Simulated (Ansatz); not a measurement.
I need a band structure of ZnCd3S4, space group P-43m. Use Ansatz's Python interface. Level of theory: LDA, PAW, cutoff 558 eV, 4×4×4 k-points, fixed occupations.

```
Zn Cd S
1.0
     5.75955    0.00000    0.00000
     0.00000    5.75955    0.00000
     0.00000    0.00000    5.75955
Zn Cd S
1 3 4
Cartesian
  0.0000 0.0000 0.0000
  0.0000 2.8798 2.8798
  2.8798 2.8798 0.0000
  2.8798 0.0000 2.8798
  4.3980 4.3980 1.3615
  4.3980 1.3615 4.3980
  1.3615 4.3980 4.3980
  1.3615 1.3615 1.3615
```

The script, `bands.py`:
```python
from pathlib import Path

import ansatz as az
from ase import Atoms
import numpy as np

atoms = Atoms(
    ["Zn", "Cd", "Cd", "Cd", "S", "S", "S", "S"],
    scaled_positions=[
        (0.0, 0.0, 0.0),
        (0.0, 0.5, 0.5),
        (0.5, 0.5, 0.0),
        (0.5, 0.0, 0.5),
        (0.763609, 0.763609, 0.236391),
        (0.763609, 0.236391, 0.763609),
        (0.236391, 0.763609, 0.763609),
        (0.236391, 0.236391, 0.236391),
    ],
    cell=[
        (5.759546, 0.0, 0.0),
        (0.0, 5.759546, 0.0),
        (0.0, 0.0, 5.759546),
    ],
    pbc=True,
)
system = az.Crystal.from_ase(atoms)

path = [
    ("G", (0.0, 0.0, 0.0)),
    ("X", (0.0, 0.5, 0.0)),
    ("M", (0.5, 0.5, 0.0)),
    ("G", (0.0, 0.0, 0.0)),
    ("R", (0.5, 0.5, 0.5)),
    ("X", (0.0, 0.5, 0.0)),
]
base = system.calculation()
base = base.functional("LDA").pseudopotentials("paw")
base = base.basis(41 * az.Ry).kpoints(4)
base = base.occupations("fixed").scf(tolerance=1e-07)
base = base.band_structure([point for _, point in path], intervals=4).scf(extra_bands=10)
base = base.density()
base = base.electron_localization_function()
base = base.output_files(volumetric_format="npy")
def show(event):
    row = event["data"]
    if event["event"] == "scf_iter" and row.get("harris_foulkes_ev") is not None:
        print(f"  iteration {row['iter']:3d}  Harris-Foulkes {row['harris_foulkes_ev']:.5f} eV  residual {row['dr2_ev']:.2e}")


res = base.session().plan().execute(on_event=show)
r = res.report

print(f"free energy      {r['free_energy_ev']:.5f} eV")
print(f"per atom         {r['free_energy_ev'] / len(res.lattice.sites):.5f} eV")
print(f"SCF iterations   {r['n_iterations']}  (converged: {r['converged']})")

folder = Path(res.write_results("elf"))
elf = np.load(folder / "elf.npy")
peak = np.unravel_index(elf.argmax(), elf.shape)
print(f"largest ELF {elf.max():.3f} at grid fractions", np.round(np.array(peak) / elf.shape, 3))
for level in (0.2, 0.5, 0.7, 0.8, 0.9):
    print(f"share of the cell with ELF over {level}: {np.mean(elf > level):.3f}")

bands = res.band_structure()
fermi = bands.fermi_energy_ev
levels = bands.channels[0].eigenvalues_ev - fermi
filled = round(r["n_electrons"]) // 2
valence, conduction = levels[:, filled - 1], levels[:, filled]
print("k (fractions)              top valence  bottom conduction (eV)")
for k, lo, hi in zip(bands.kpoints_frac, valence, conduction):
    print(f"{k[0]:7.3f} {k[1]:7.3f} {k[2]:7.3f} {lo:12.3f} {hi:13.3f}")
print(f"on this path: least direct gap {np.min(conduction - valence):.3f} eV, least gap {conduction.min() - valence.max():.3f} eV")
```

`python bands.py` gives:
```text
  iteration   1  Harris-Foulkes -31083.18823 eV  residual 1.29e-01
  iteration   2  Harris-Foulkes -31083.15414 eV  residual 2.48e-02
  iteration   3  Harris-Foulkes -31083.14722 eV  residual 2.14e-03
  iteration   4  Harris-Foulkes -31083.14684 eV  residual 5.29e-04
  iteration   5  Harris-Foulkes -31083.14663 eV  residual 8.33e-05
  iteration   6  Harris-Foulkes -31083.14658 eV  residual 1.05e-05
  iteration   7  Harris-Foulkes -31083.14659 eV  residual 2.65e-07
  iteration   8  Harris-Foulkes -31083.14659 eV  residual 1.18e-08
free energy      -31083.14659 eV
per atom         -3885.39332 eV
SCF iterations   8  (converged: True)
largest ELF 0.910 at grid fractions [0.    0.489 0.489]
share of the cell with ELF over 0.2: 0.449
share of the cell with ELF over 0.5: 0.223
share of the cell with ELF over 0.7: 0.131
share of the cell with ELF over 0.8: 0.072
share of the cell with ELF over 0.9: 0.000
k (fractions)              top valence  bottom conduction (eV)
  0.000   0.000   0.000        0.000         1.000
  0.000   0.125   0.000       -0.080         1.457
  0.000   0.250   0.000       -0.306         2.207
  0.000   0.375   0.000       -0.623         2.937
  0.000   0.500   0.000       -0.878         3.465
  0.125   0.500   0.000       -0.855         3.552
  0.250   0.500   0.000       -0.663         3.647
  0.375   0.500   0.000       -0.510         3.715
  0.500   0.500   0.000       -0.475         3.739
  0.375   0.375   0.000       -0.375         3.457
  0.250   0.250   0.000       -0.159         2.659
  0.125   0.125   0.000       -0.036         1.718
  0.000   0.000   0.000        0.000         1.000
  0.125   0.125   0.125       -0.111         1.895
  0.250   0.250   0.250       -0.371         2.634
  0.375   0.375   0.375       -0.582         2.767
  0.500   0.500   0.500       -0.557         2.663
  0.375   0.500   0.375       -0.632         2.882
  0.250   0.500   0.250       -0.740         3.263
  0.125   0.500   0.125       -0.838         3.498
  0.000   0.500   0.000       -0.878         3.465
on this path: least direct gap 1.000 eV, least gap 1.000 eV
```

Notes:
- Total energies depend on the potentials; only differences at equal settings carry meaning.
- Semilocal gaps usually lie well under measured ones.
- Grid values close to the nuclei reflect the PAW or pseudopotential construction, not the all-electron fields.
- This cell is a computed structure, which may not be the phase found in nature.
- Levels are Kohn-Sham eigenvalues on this mesh, without spin-orbit coupling.
- Run time: 20 s on 1 thread of Intel(R) Xeon(R) 6975P-C (Granite Rapids), with other jobs on the host, peak memory 0.64 GiB.

(Lines on the test bed's own set-up are left out of the output.)
